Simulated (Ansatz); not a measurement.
# C2H7ClO2SSi: up Jacob's ladder to CCSD(T)

One table from this session's results is given with a row withheld; the runs are named, their logs left out.

Method: functionals in def2-TZVPP, the program's frozen cores in correlated methods; program: Ansatz 0.2.0, Gaussian basis.

Levels to be run: PBE-D4, r2SCAN-D4, PBE0-D4, B3LYP-D4, ωB97X-V, ωB97M-V, B2PLYP; CCSD(T)/def2-TZVPP; MP2/def2-QZVPP; extrapolation to the limit.

## The geometry

All runs share one geometry, relaxed beforehand with PBE0-D4 in a triple-zeta def2 set.

SMILES `CO[Si](S)(Cl)OC`, 14 atoms, charge 0, spin multiplicity 1.

Atoms are counted from 1 here; the program's logs count them from 0.

Bond lengths: C1–O2 1.415 Å, C1–H8 1.090 Å, C1–H9 1.094 Å, C1–H10 1.093 Å, O2–Si3 1.614 Å, Si3–S4 2.112 Å, Si3–Cl5 2.061 Å, Si3–O6 1.620 Å, S4–H11 1.343 Å, O6–C7 1.413 Å, C7–H12 1.094 Å, C7–H13 1.094 Å, C7–H14 1.090 Å. Angles: O2–C1–H8 107.7°, O2–C1–H9 111.0°, O2–C1–H10 110.9°, H8–C1–H9 109.0°, H8–C1–H10 109.1°, H9–C1–H10 109.1°, C1–O2–Si3 125.1°, O2–Si3–S4 110.4°, O2–Si3–Cl5 109.0°, O2–Si3–O6 109.0°, S4–Si3–Cl5 110.0°, S4–Si3–O6 109.2°, Cl5–Si3–O6 109.2°, Si3–S4–H11 93.6°, Si3–O6–C7 126.0°, O6–C7–H12 110.9°, O6–C7–H13 111.2°, O6–C7–H14 107.8° and more.

The first run:

in.yaml reads:

```yaml
crystal:
  periodic: [false, false, false]
  atoms:
    - {symbol: C, position_ang: [0.402906, 2.415877, 0.211515]}
    - {symbol: O, position_ang: [-0.566876, 1.462616, 0.604066]}
    - {symbol: Si, position_ang: [-0.373837, -0.138182, 0.538572]}
    - {symbol: S, position_ang: [-2.096740, -1.118234, 1.266446]}
    - {symbol: Cl, position_ang: [1.267307, -0.663172, 1.668836]}
    - {symbol: O, position_ang: [-0.122538, -0.575656, -1.000563]}
    - {symbol: C, position_ang: [0.250062, -1.863687, -1.447843]}
    - {symbol: H, position_ang: [-0.008633, 3.406613, 0.405510]}
    - {symbol: H, position_ang: [1.326240, 2.295523, 0.785999]}
    - {symbol: H, position_ang: [0.629589, 2.325157, -0.854226]}
    - {symbol: H, position_ang: [-1.752746, -0.949210, 2.553847]}
    - {symbol: H, position_ang: [1.231398, -2.143657, -1.054634]}
    - {symbol: H, position_ang: [-0.482442, -2.616009, -1.140715]}
    - {symbol: H, position_ang: [0.296321, -1.837980, -2.536789]}
basis:
  gaussian: {orbitals: def2-TZVPP}
hamiltonian: {xc: pbe, dispersion: d4}
output: {forces: true, orbitals: {seedname: orbitals}}
```

Started as:

```bash
$ ansatz run in.yaml --threads 2 --pin off --events-out ev --progress --plain --max-ram 32768MiB --backend cuda --devices 0, --max-vram 18GiB
```

Among the steps run: PBE-D4 (GGA); r2SCAN-D4 (meta-GGA); PBE0-D4 (hybrid); B3LYP-D4 (hybrid); ωB97X-V (range-separated); ωB97M-V (range-separated); B2PLYP (double hybrid); CCSD(T) in def2-TZVPP; MP2 in def2-QZVPP.

One table of the session follows, with a row left open; its other results are not shown here.

```
            method  atomisation energy (eV)
            PBE-D4                   56.188
         r2SCAN-D4                   55.482
           PBE0-D4                   55.202
          B3LYP-D4                   55.037
           ωB97X-V                   55.497
           ωB97M-V                   55.558
            B2PLYP                   54.485
     HF/def2-TZVPP                        ?
    MP2/def2-TZVPP                   54.992
   CCSD/def2-TZVPP                   52.897
CCSD(T)/def2-TZVPP                   53.774
           MP2/CBS                   56.611
       CCSD(T)/CBS                   55.393
```

Q: Estimate the row for HF/def2-TZVPP from the others.

**Answer.** atomisation energy (eV): 39.993. In the column «atomisation energy (eV)» it is the lowest.
